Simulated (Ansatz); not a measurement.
# ZrC: energy and pressure over a range of volumes

Aim: scale the cell of ZrC up and down at fixed shape and fractional positions, and get the equilibrium volume and bulk modulus with LAPW, PAW and all-electron datasets made for the crystal.

Computed with Ansatz 0.2.0 (DFT PBE, scalar-relativistic, unless a step's input says otherwise).

1 further run of the same task is left out (set aside as unsound or not needed).

### Step 1. The starting structure

It takes space group Fm-3m (No. 225, cubic). Conventional cell: a = 4.709 Å, b = 4.709 Å, c = 4.709 Å, α = 90.00°, β = 90.00°, γ = 90.00°. Zr (site symmetry m-3m) has 6 C at 2.35 Å as nearest neighbours. C (site symmetry m-3m) has 6 Zr at 2.35 Å as nearest neighbours.

Coordinates:

```cif
data_structure
_symmetry_space_group_name_H-M 'Fm-3m'
_symmetry_Int_Tables_number 225
_cell_length_a 4.7086
_cell_length_b 4.7086
_cell_length_c 4.7086
_cell_angle_alpha 90.000
_cell_angle_beta 90.000
_cell_angle_gamma 90.000
_cell_volume 104.40
loop_
_atom_site_label
_atom_site_type_symbol
_atom_site_symmetry_multiplicity
_atom_site_Wyckoff_symbol
_atom_site_fract_x
_atom_site_fract_y
_atom_site_fract_z
_atom_site_occupancy
Zr1 Zr 4 a 0.00000 0.00000 0.00000 1
C1 C 4 b 0.50000 0.00000 0.00000 1
```

The file gives the conventional cell by its symmetry; the runs use the cell typed in the input.

The structure (rocksalt type) was typed from a prototype and relaxed by PAW; whether it is the ground state wasn't tested.

Atoms are numbered in the order of the input: Zr1, C2.

### Step 2. Volume × 0.9405, LAPW

input.yaml reads:

```yaml
crystal:
  lattice:
    - [0.0, 2.306657241, 2.306657241]
    - [2.306657241, 0.0, 2.306657241]
    - [2.306657241, 2.306657241, 0.0]
  atoms:
    - { symbol: Zr, position: [0.0, 0.0, 0.0] }
    - { symbol: C, position: [0.5, 0.5, 0.5] }
kpoints:
  mp_grid: { grid: [14, 14, 14] }
scf:
  occupations: { method: fermi_dirac, width: 0.05 }
hamiltonian:
  xc: pbe
  pseudopotentials: { kind: all_electron, lapw: { basis_error: 0.0005 } }
output:
  forces: true
  stress: true
  eigenvalues: true
```

### Step 3. Volume × 0.9405, PAW

input.yaml: that of step 2 with these lines changed.

```diff
@@ -14,3 +14,3 @@
   xc: pbe
-  pseudopotentials: { kind: all_electron, lapw: { basis_error: 0.0005 } }
+  pseudopotentials: { kind: paw }
 output:
@@ -19 +19,2 @@
   eigenvalues: true
+  efg: { contact_densities: true }
```

### Step 4. Volume × 0.9405, crystal datasets

input.yaml: that of step 3 with these lines changed.

```diff
@@ -14,3 +14,3 @@
   xc: pbe
-  pseudopotentials: { kind: paw }
+  pseudopotentials: { kind: all_electron, datasets: crystal }
 output:
```

### Step 5. Volume × 0.97, LAPW

input.yaml reads:

```yaml
crystal:
  lattice:
    - [0.0, 2.3305264872, 2.3305264872]
    - [2.3305264872, 0.0, 2.3305264872]
    - [2.3305264872, 2.3305264872, 0.0]
  atoms:
    - { symbol: Zr, position: [0.0, 0.0, 0.0] }
    - { symbol: C, position: [0.5, 0.5, 0.5] }
kpoints:
  mp_grid: { grid: [14, 14, 14] }
scf:
  occupations: { method: fermi_dirac, width: 0.05 }
hamiltonian:
  xc: pbe
  pseudopotentials: { kind: all_electron, lapw: { basis_error: 0.0005 } }
output:
  forces: true
  stress: true
  eigenvalues: true
```

### Step 6. Volume × 0.97, PAW

input.yaml: that of step 5 with these lines changed.

```diff
@@ -14,3 +14,3 @@
   xc: pbe
-  pseudopotentials: { kind: all_electron, lapw: { basis_error: 0.0005 } }
+  pseudopotentials: { kind: paw }
 output:
@@ -19 +19,2 @@
   eigenvalues: true
+  efg: { contact_densities: true }
```

### Step 7. Volume × 1.03, LAPW

input.yaml reads:

```yaml
crystal:
  lattice:
    - [0.0, 2.3776205186, 2.3776205186]
    - [2.3776205186, 0.0, 2.3776205186]
    - [2.3776205186, 2.3776205186, 0.0]
  atoms:
    - { symbol: Zr, position: [0.0, 0.0, 0.0] }
    - { symbol: C, position: [0.5, 0.5, 0.5] }
kpoints:
  mp_grid: { grid: [14, 14, 14] }
scf:
  occupations: { method: fermi_dirac, width: 0.05 }
hamiltonian:
  xc: pbe
  pseudopotentials: { kind: all_electron, lapw: { basis_error: 0.0005 } }
output:
  forces: true
  stress: true
  eigenvalues: true
```

### Step 8. Volume × 1.03, PAW

input.yaml: that of step 7 with these lines changed.

```diff
@@ -14,3 +14,3 @@
   xc: pbe
-  pseudopotentials: { kind: all_electron, lapw: { basis_error: 0.0005 } }
+  pseudopotentials: { kind: paw }
 output:
@@ -19 +19,2 @@
   eigenvalues: true
+  efg: { contact_densities: true }
```

### Step 9. Volume × 1.06, LAPW

input.yaml reads:

```yaml
crystal:
  lattice:
    - [0.0, 2.400483657, 2.400483657]
    - [2.400483657, 0.0, 2.400483657]
    - [2.400483657, 2.400483657, 0.0]
  atoms:
    - { symbol: Zr, position: [0.0, 0.0, 0.0] }
    - { symbol: C, position: [0.5, 0.5, 0.5] }
kpoints:
  mp_grid: { grid: [14, 14, 14] }
scf:
  occupations: { method: fermi_dirac, width: 0.05 }
hamiltonian:
  xc: pbe
  pseudopotentials: { kind: all_electron, lapw: { basis_error: 0.0005 } }
output:
  forces: true
  stress: true
  eigenvalues: true
```

### Step 10. Volume × 1.06, PAW

input.yaml: that of step 9 with these lines changed.

```diff
@@ -14,3 +14,3 @@
   xc: pbe
-  pseudopotentials: { kind: all_electron, lapw: { basis_error: 0.0005 } }
+  pseudopotentials: { kind: paw }
 output:
@@ -19 +19,2 @@
   eigenvalues: true
+  efg: { contact_densities: true }
```

### Step 11. Volume × 1.06, crystal datasets

input.yaml: that of step 10 with these lines changed.

```diff
@@ -14,3 +14,3 @@
   xc: pbe
-  pseudopotentials: { kind: paw }
+  pseudopotentials: { kind: all_electron, datasets: crystal }
 output:
```

(Steps that only read results are left out.)

What does the calculation give? Wanted: equilibrium volume; bulk modulus (for each run or level that gives them).

As calculated:

```
                      quantity           value
     equilibrium volume (LAPW)  13.054 Å³/atom
           bulk modulus (LAPW)         222 GPa
its pressure derivative (LAPW)             4.0
      equilibrium volume (PAW)  13.050 Å³/atom
            bulk modulus (PAW)         222 GPa
 its pressure derivative (PAW)             4.1
```

What this shows: A third-order Birch-Murnaghan fit to the LAPW pressures puts zero pressure at 13.05 Å³/atom, less than 0.1 % from the given cell, with a bulk modulus of 222 GPa. PAW's volume lies -0.03 % and its modulus +0.1 % from LAPW's. No thermal or zero-point expansion is included.
